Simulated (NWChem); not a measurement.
**GeTe (SMILES [Ge][Te]): levels of theory compared**

Wanted: a comparison of 5 runs (HF/STO-3G, HF/3-21G, CAM-B3LYP/def2-TZVP, B2PLYP/def2-TZVP, wB97X/def2-TZVP) of GeTe. 

Program for the calculation: NWChem 7.3.0.

1 further run of the same task is left out (it didn't finish).

## 1. The system as given

The species is GeTe (2 atoms), meant as a singlet with charge 0. SMILES: `[Ge][Te]`. Geometry: the measured bond length.

Bond lengths: Ge1–Te2 2.340 Å.

## 2. Energy and forces at HF/STO-3G (run 1)

gete.nw

```
START gete
memory total 2200 mb

GEOMETRY units angstrom noautosym nocenter noautoz
  Ge       0.000000       0.000000       0.000000
  Te       0.000000       0.000000       2.340165
END

BASIS spherical bse
  * library STO-3G
END

SCF
  thresh 1e-08
  maxiter 80
END

TASK scf gradient
```

Command:

```
nwchem gete.nw > gete.out
```

The log of the run:

```text
[...]
  functions       =    45
[...]
  wavefunction    = RHF
[...]
         Total SCF energy =  -8598.887733267760
      One-electron energy = -12669.428507930525
      Two-electron energy =   3694.263485524819
 Nuclear repulsion energy =    376.277289137944
        Time for solution =      2.8s
[...]
                         RHF ENERGY GRADIENTS
    atom               coordinates                        gradient
                 x          y          z           x          y          z
   1 Ge      0.000000   0.000000   0.000000   -0.000000  -0.000000  -0.038396
   2 Te      0.000000   0.000000   4.422271    0.000000   0.000000   0.038396
[...]
```

It took 5.1 s on 1 thread of Intel Xeon 6975P-C (Granite Rapids), shared host; peak memory 0.096 GiB.

## 3. Energy and gradient at HF/3-21G (run 2)

gete.nw

```
start gete
title "GeTe hf"
memory 2200 mb
geometry units angstroms noautosym nocenter noautoz
  Ge    0.000000    0.000000    0.000000
  Te    0.000000    0.000000    2.340165
end
basis spherical bse
  * library 3-21G
end
scf
  thresh 1e-08
  maxiter 80
  print low
end
task scf gradient
```

Command:

```
nwchem gete.nw > gete.out
```

The log of the run:

```text
[...]
  functions       =    53
[...]
  wavefunction    = RHF
[...]
         Total SCF energy =  -8648.054739338602
      One-electron energy = -12701.972498622061
      Two-electron energy =   3677.640470145514
 Nuclear repulsion energy =    376.277289137944
        Time for solution =      3.2s
[...]
                         RHF ENERGY GRADIENTS
    atom               coordinates                        gradient
                 x          y          z           x          y          z
   1 Ge      0.000000   0.000000   0.000000   -0.000000   0.000000   0.027110
   2 Te      0.000000   0.000000   4.422271    0.000000  -0.000000  -0.027110
 Task  times  cpu:        4.9s     wall:        4.9s
 Total times  cpu:        4.9s     wall:        4.9s
```

It took 5.7 s on 1 thread of Intel Xeon 6975P-C (Granite Rapids), shared host; peak memory 0.094 GiB.

Runs 3 to 4 aren't shown in full; the table further down has their settings and results.

## 4. Energy and gradient at wB97X/def2-TZVP (core potential) (run 5)

gete.xyz

```xyz
2

Ge     0.000000     0.000000     0.000000
Te     0.000000     0.000000     2.340165
```

run.py

```python
from ase.io import read
from ase.calculators.nwchem import NWChem

atoms = read('gete.xyz')

calc = NWChem(
    label='gete',
    theory='dft',
    memory='2200 mb',
    basis='def2-TZVP',
    basispar='spherical bse',
    dft={'xc': 'wb97x', 'mult': '1', 'grid': 'fine', 'convergence': 'energy 1e-08', 'iterations': '100', 'mulliken': None},
    **{'ecp bse': {'Te library': 'def2-TZVP'}},
)
atoms.calc = calc

forces = atoms.get_forces()
print("Total energy (eV):", round(atoms.get_potential_energy(), 6))
print("forces (eV/A):")
for s, f in zip(atoms.symbols, forces):
    print(f"{s:2s} {f[0]:10.5f} {f[1]:10.5f} {f[2]:10.5f}")
print("dipole (e A):", atoms.get_dipole_moment().round(4))
```

Command:

```
export ASE_NWCHEM_COMMAND="nwchem PREFIX.nwi > PREFIX.nwo"
python run.py
```

The log of the run:

```text
Total energy (eV): -63814.536152
forces (eV/A):
Ge    0.00000    0.00000    0.48568
Te   -0.00000   -0.00000   -0.48568
dipole (e A): [-0.     -0.     -0.2966]
```

The calculator wrote gete.nwi:

```
title "gete"

permanent_dir gete

scratch_dir gete

start gete

geometry units angstrom nocenter noautosym noautoz
  Ge 0.0000000000000000e+00 0.0000000000000000e+00 0.0000000000000000e+00
  Te 0.0000000000000000e+00 0.0000000000000000e+00 2.3401649999999998e+00
end

memory 2200 mb

basis spherical bse noprint
   * library def2-TZVP
end

dft
  xc wb97x
  mult 1
  grid fine
  convergence energy 1e-08
  iterations 100
  mulliken
end
ecp bse
  Te library def2-TZVP
end

task dft gradient
```

gete.nwo (excerpt; [...] marks lines left out):

```text
[...]
         Total DFT energy =    -2345.140967646652
[...]
  wavefunction    = closed shell
[...]
                         DFT ENERGY GRADIENTS
    atom               coordinates                        gradient
                 x          y          z           x          y          z
   1 Ge      0.000000   0.000000   0.000000   -0.000000  -0.000000  -0.009445
   2 Te      0.000000   0.000000   4.422271    0.000000   0.000000   0.009445
[...]
```

Run time: 90 s. Hardware: 1 thread of Intel Xeon 6975P-C (Granite Rapids), shared host; peak memory 0.16 GiB.

## 5. The series

```csv
run,level,iteration cap,module,energy (Eh),dipole moment (D),HOMO energy (eV),LUMO energy (eV),wall time
1,HF/STO-3G,80,scf,-8598.887733,3.20,-6.10,4.01,5.1 s
2,HF/3-21G,80,scf,-8648.054739,–,–,–,5.7 s
3,CAM-B3LYP/def2-TZVP (core potential),100,dft,-2345.173880,–,–,–,88 s
4,B2PLYP/def2-TZVP (core potential),100,dft,-2344.524499,1.54,-7.66,-1.53,25 s
5,wB97X/def2-TZVP (core potential),100,dft,-2345.140968,1.42,-9.01,-0.72,90 s
```

## 6. What came out

| quantity | value |
| --- | --- |
| run 5: total energy | -2345.14097 Eh |
| run 5: dipole moment | 1.42 D |
| run 5: HOMO energy | -9.01 eV |
| run 5: LUMO energy | -0.72 eV |
| run 5: HOMO–LUMO gap | 8.30 eV |
| run 5: largest force on an atom | 0.486 eV/Å |

What this shows: Over runs 1, 4, 5 the dipole moment (its size) runs from 1.42 D (wB97X/def2-TZVP) to 3.20 D (HF/STO-3G). The two ends differ in method and basis and core potential. Over runs 1, 4, 5 the HOMO–LUMO gap runs from 6.12 eV (B2PLYP/def2-TZVP) to 10.11 eV (HF/STO-3G). A double hybrid's value is that of its SCF part. Totals of different functionals can't be ranked against each other. Some runs of one species differ in core potentials or relativity; totals across that change don't compare. In run 1 the basis is minimal, so the values are rough. In runs 1, 2 relativity is left out where basis or elements ask for it. All runs together took 3.6 min, the longest 90 s.
